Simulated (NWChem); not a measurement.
**UB3LYP/6-31G(d,p) (spherical functions) run of CH5GeS (SMILES [CH3][GeH][SH])**

Wanted: energy and forces of CH5GeS. 

Program for the calculation: NWChem 7.3.0.

1 further run of the same task is left out (set aside as unsound or not needed).

**1. The molecule**

CH5GeS: 8 atoms, total charge 0, spin state doublet. As SMILES, `[CH3][GeH][SH]`. The coordinates come from a PBE0-D4/def2-TZVP relaxation. This is one conformer, not always the lowest.

Bond lengths: C1–Ge2 1.967 Å, Ge2–S3 2.230 Å, C1–H4 1.092 Å, C1–H5 1.090 Å, C1–H6 1.091 Å, Ge2–H7 1.552 Å, S3–H8 1.343 Å. Angles: C1–Ge2–S3 110.3°, C1–Ge2–H7 111.2°, S3–Ge2–H7 103.3°, Ge2–C1–H4 108.9°, Ge2–C1–H5 110.3°, Ge2–C1–H6 109.7°, Ge2–S3–H8 94.5°, H4–C1–H5 109.3°, H4–C1–H6 109.5°, H5–C1–H6 109.1°.

**2. Energy and forces at UB3LYP/6-31G(d,p) (spherical functions)**

sp.nw

```
start sp
title "CH5GeS gradient"
memory stack 880 mb heap 220 mb global 1100 mb

geometry units atomic noautosym nocenter noautoz
  C   -1.38573617   1.20035403  -1.06920704
  Ge   1.76613804  -0.74322928  -0.75570148
  S    1.95359887  -2.62974288   3.00693221
  H   -1.48589165   2.56587013   0.47432126
  H   -3.01373522  -0.05744767  -0.97320895
  H   -1.40935774   2.19718457  -2.87313960
  H    4.10656384   1.02271978  -0.74115059
  H   -0.35734721  -3.66361204   2.82514056
end

basis "ao basis" spherical bse
  * library 6-31G**
end

dft
  xc b3lyp
  mult 2
  grid xfine
  convergence energy 1e-08
  iterations 100
  mulliken
end

task dft gradient
```

Command:

```sh
$ nwchem sp.nw > sp.out
```

Log:

```text
Northwest Computational Chemistry Package (NWChem) 7.3.0
             --------------------------------------------------------

           Job information
           ---------------

    nwchem branch   = 7.3.0
    use scalapack   = T
    input           = sp.nw
    prefix          = sp.
    data base       = ./sp.db
    status          = startup
    nproc           =        1

           Memory information
           ------------------

    heap     =     28835840 doubles =      220.0 Mbytes
    stack    =    115343357 doubles =      880.0 Mbytes
    global   =    144179200 doubles =     1100.0 Mbytes (distinct from heap & stack)
    total    =    288358397 doubles =     2200.0 Mbytes
    verify   = yes
    hardfail = no

           Directory information
           ---------------------

  0 permanent = .
  0 scratch   = .

                                NWChem Input Module
                                -------------------

                                  CH5GeS gradient
                                  ---------------

                             Geometry "geometry" -> ""
                             -------------------------

 Output coordinates in a.u. (scale by  1.000000000 to convert to a.u.)

  No.       Tag          Charge          X              Y              Z
 ---- ---------------- ---------- -------------- -------------- --------------
    1 C                    6.0000    -1.38573617     1.20035403    -1.06920704
    2 Ge                  32.0000     1.76613804    -0.74322928    -0.75570148
    3 S                   16.0000     1.95359887    -2.62974288     3.00693221
[... 4 lines of this table left out ...]
    8 H                    1.0000    -0.35734721    -3.66361204     2.82514056

      Atomic Mass
      -----------

      C                 12.000000
      Ge                73.921900
      S                 31.972070
      H                  1.007825

 Effective nuclear repulsion energy (a.u.)     253.5363806070

            Nuclear Dipole moment (a.u.)
            ----------------------------
        X                 Y               Z
 ---------------- ---------------- ----------------
    77.2998142000   -56.5923840900    16.2251884400

            XYZ format geometry
            -------------------
     8
 geometry
 C                    -0.73330005     0.63520004    -0.56580004
 Ge                    0.93460007    -0.39330003    -0.39990003
 S                     1.03380008    -1.39160010     1.59120011
[... 4 lines of this table left out ...]
 H                    -0.18910001    -1.93870014     1.49500011

 ==============================================================================
                                internuclear distances
 ------------------------------------------------------------------------------
       center one      |      center two      | atomic units |       a.u.
 ------------------------------------------------------------------------------
    2 Ge               |   1 C                |     3.71620  |     3.71620
    3 S                |   2 Ge               |     4.21325  |     4.21325
    4 H                |   1 C                |     2.06328  |     2.06328
    5 H                |   1 C                |     2.05953  |     2.05953
    6 H                |   1 C                |     2.06117  |     2.06117
    7 H                |   2 Ge               |     2.93196  |     2.93196
    8 H                |   3 S                |     2.53819  |     2.53819
 ------------------------------------------------------------------------------
                         number of included internuclear distances:          7
 ==============================================================================

 ==============================================================================
                                 internuclear angles
 ------------------------------------------------------------------------------
        center 1       |       center 2       |       center 3       |  degrees
 ------------------------------------------------------------------------------
    2 Ge               |   1 C                |   4 H                |   108.92
    2 Ge               |   1 C                |   5 H                |   110.31
    2 Ge               |   1 C                |   6 H                |   109.66
    4 H                |   1 C                |   5 H                |   109.33
    4 H                |   1 C                |   6 H                |   109.52
    5 H                |   1 C                |   6 H                |   109.09
    1 C                |   2 Ge               |   3 S                |   110.32
    1 C                |   2 Ge               |   7 H                |   111.25
    3 S                |   2 Ge               |   7 H                |   103.28
    2 Ge               |   3 S                |   8 H                |    94.47
 ------------------------------------------------------------------------------
                            number of included internuclear angles:         10
 ==============================================================================

 Summary of "ao basis" -> "" (spherical)
 ------------------------------------------------------------------------------
       Tag                 Description            Shells   Functions and Types
 ---------------- ------------------------------  ------  ---------------------
 *                          6-31G**                   on all atoms

                                 NWChem DFT Module
                                 -----------------

                                  CH5GeS gradient

[... 24 lines left out ...]
  convergence criterion.
[... 1 line left out ...]
  convergence criterion.
[... 15 lines left out ...]
          Convergence on energy requested:  1.00D-08
          Convergence on density requested:  1.00D-05
          Convergence on gradient requested:  5.00D-04
[... 23 lines left out ...]
          Spatial weights used:  Erf1
[... 1 line left out ...]
          Convergence Information
[... 1 line left out ...]
          Convergence aids based upon iterative change in
          total energy or number of iterations.
[... 70 lines left out ...]
   convergence    iter        energy       DeltaE   RMS-Dens  Diis-err    time
[... 18 lines left out ...]
         Total DFT energy =    -2516.064444239738
      One electron energy =    -4003.643215539523
           Coulomb energy =     1346.116145383981
    Exchange-Corr. energy =     -112.073754691237
 Nuclear repulsion energy =      253.536380607040
[... 5 lines left out ...]
                    DFT Final Alpha Molecular Orbital Analysis
[... 635 lines left out ...]
                     DFT Final Beta Molecular Orbital Analysis
[... 674 lines left out ...]
[... 4 lines of this table left out ...]
    8 H    1    -0.00  -0.00 -0.00  0.00

   alpha - beta orbital overlaps
   -----------------------------

   alpha      1      2      3      4      5      6      7      8      9     10
    beta      1      2      3      4      4      6      7      8      9     10
 overlap   1.000  1.000  1.000  0.720  0.694  0.918  1.000  1.000  1.000  0.990

   alpha     11     12     13     14     15     16     17     18     19     20
    beta     11     12     13     14     15     16     18     17     19     20
 overlap   0.956  0.962  0.818  0.611  0.723  0.956  0.913  0.822  0.850  0.935

   alpha     21     22     23     24     25     26     27     28     29     30
    beta     21     22     23     25     24     26     27     28     29     30
 overlap   1.000  1.000  0.996  0.849  0.855  0.994  0.997  0.991  0.980  0.986

   alpha     31     32     33     34     35     36     37     38     39     40
    beta     31     32     33     34     35     36     37     38     39     40
 overlap   0.986  0.985  0.995  0.992  0.986  0.937  0.934  0.997  0.993  0.997

   alpha     41     42     43     44     45     46     47     48     49     50
    beta     41     42     43     44     45     46     47     49     48     50
 overlap   0.998  0.997  0.998  0.994  0.971  0.970  0.987  0.760  0.773  0.998

   alpha     51     52     53     54     55     56     57     58     59     60
    beta     51     52     53     54     55     56     58     57     59     60
 overlap   0.998  0.999  0.999  0.999  0.998  0.998  0.972  0.976  0.995  0.999

   alpha     61     62     63     64     65     66     67     68     69     70
    beta     61     62     63     64     65     66     67     68     69     70
 overlap   1.000  0.999  0.995  0.996  1.000  1.000  1.000  1.000  0.996  0.996

   alpha     71     72     73     74     75     76     77     78     79     80
    beta     71     72     73     74     75     76     77     78     79     80
 overlap   1.000  0.999  0.997  0.997  0.998  0.998  1.000  1.000  1.000  0.918

   alpha     81     82     83     84     85     86     87     88     89
    beta     81     82     83     84     85     86     87     88     89
 overlap   0.918  1.000  0.999  0.996  0.963  0.949  0.980  0.999  0.999

     --------------------------
     Expectation value of S2:
     --------------------------
      <S2> =      0.7517 (Exact =     0.7500)

 center of mass
 --------------
 x =   1.41712349 y =  -0.99675457 z =   0.21268770

 moments of inertia (a.u.)
 ------------------
         540.728355631495         108.839716704596         -72.122017961628
         108.839716704596         516.824069871391         216.912936333229
         -72.122017961628         216.912936333229         342.449658870694

     Multipole analysis of the density
     ---------------------------------

     L   x y z        total         alpha         beta         nuclear
     -   - - -        -----         -----         ----         -------
     0   0 0 0     -0.000000    -30.000000    -29.000000     59.000000

     1   1 0 0     -0.658566    -39.834585    -38.123795     77.299814
[... 8 lines of this table left out ...]
     2   0 0 2    -30.390125   -112.132112   -106.015979    187.757965

            General Information
            -------------------
          SCF calculation type: DFT
          Wavefunction type:  spin polarized.
          No. of atoms     :     8
          No. of electrons :    59
           Alpha electrons :    30
            Beta electrons :    29
          Charge           :     0
          Spin multiplicity:     2
          Use of symmetry is: off; symmetry adaption is: off
          Maximum number of iterations: 100
          AO basis - number of functions:    89
                     number of shells:    41
          Convergence on energy requested:  1.00D-08
          Convergence on density requested:  1.00D-05
          Convergence on gradient requested:  5.00D-04

              XC Information
              --------------
                         B3LYP Method XC Potential
                     Hartree-Fock (Exact) Exchange  0.200
                        Slater Exchange Functional  0.800 local
                    Becke 1988 Exchange Functional  0.720 non-local
              Lee-Yang-Parr Correlation Functional  0.810
                  VWN I RPA Correlation Functional  0.190 local

             Grid Information
             ----------------
          Grid used for XC integration:  xfine
          Radial quadrature: Mura-Knowles
          Angular quadrature: Lebedev.
          Tag              B.-S. Rad. Rad. Pts. Rad. Cut. Ang. Pts.
          ---              ---------- --------- --------- ---------
          C                   0.70      100          11.0      1454
          Ge                  1.25      160           9.0      1454
          S                   1.00      125          11.0      1454
          H                   0.35      100          12.0      1202
          Grid pruning is: on
          Number of quadrature shells:   885
          Spatial weights used:  Erf1

          Convergence Information
          -----------------------
          Convergence aids based upon iterative change in
          total energy or number of iterations.
          Levelshifting, if invoked, occurs when the
          HOMO/LUMO gap drops below (HL_TOL):  1.00D-02
          DIIS, if invoked, will attempt to extrapolate
          using up to (NFOCK): 10 stored Fock matrices.

                    Damping( 0%)  Levelshifting(0.5)       DIIS
                  --------------- ------------------- ---------------
          dE  on:    start            ASAP                start
          dE off:    2 iters        100 iters           100 iters

      Screening Tolerance Information
      -------------------------------
          Density screening/tol_rho:  1.00D-11
          AO Gaussian exp screening on grid/accAOfunc:  18
          CD Gaussian exp screening on grid/accCDfunc:  20
          XC Gaussian exp screening on grid/accXCfunc:  20
          Schwarz screening/accCoul:  1.00D-09

                            NWChem DFT Gradient Module
                            --------------------------

                                  CH5GeS gradient

  charge          =   0.00
  wavefunction    = open shell

                         DFT ENERGY GRADIENTS

    atom               coordinates                        gradient
                 x          y          z           x          y          z
   1 C      -1.385736   1.200354  -1.069207    0.004549  -0.003464  -0.000399
   2 Ge      1.766138  -0.743229  -0.755701   -0.004269   0.001628   0.009240
   3 S       1.953599  -2.629743   3.006932   -0.003141   0.002774  -0.008618
[... 4 lines of this table left out ...]
   8 H      -0.357347  -3.663612   2.825141    0.002599   0.001550  -0.000302

                 ----------------------------------------
                 |  Time  |  1-e(secs)   |  2-e(secs)   |
                 ----------------------------------------
                 |  CPU   |       0.01   |       7.20   |
                 ----------------------------------------
                 |  WALL  |       0.01   |       7.20   |
                 ----------------------------------------

 Task  times  cpu:       43.8s     wall:       43.8s
 Total times  cpu:       43.9s     wall:       43.9s
```

Run time: 44 s. Hardware: 1 thread of Intel Xeon 6975P-C (Granite Rapids), shared host; peak memory 0.14 GiB.

**3. Outcome**

At UB3LYP/6-31G** (spherical functions):

| quantity | value |
| --- | --- |
| total energy | -2516.06444 Eh |
| dipole moment | 2.11 D |
| HOMO energy (highest over α and β) | -5.39 eV |
| LUMO energy (lowest over α and β) | -2.92 eV |
| ⟨S²⟩ | 0.752 |
| largest force on an atom | 0.530 eV/Å |

The largest force is 0.53 eV/Å: the shape isn't a stationary point for this species at this level.
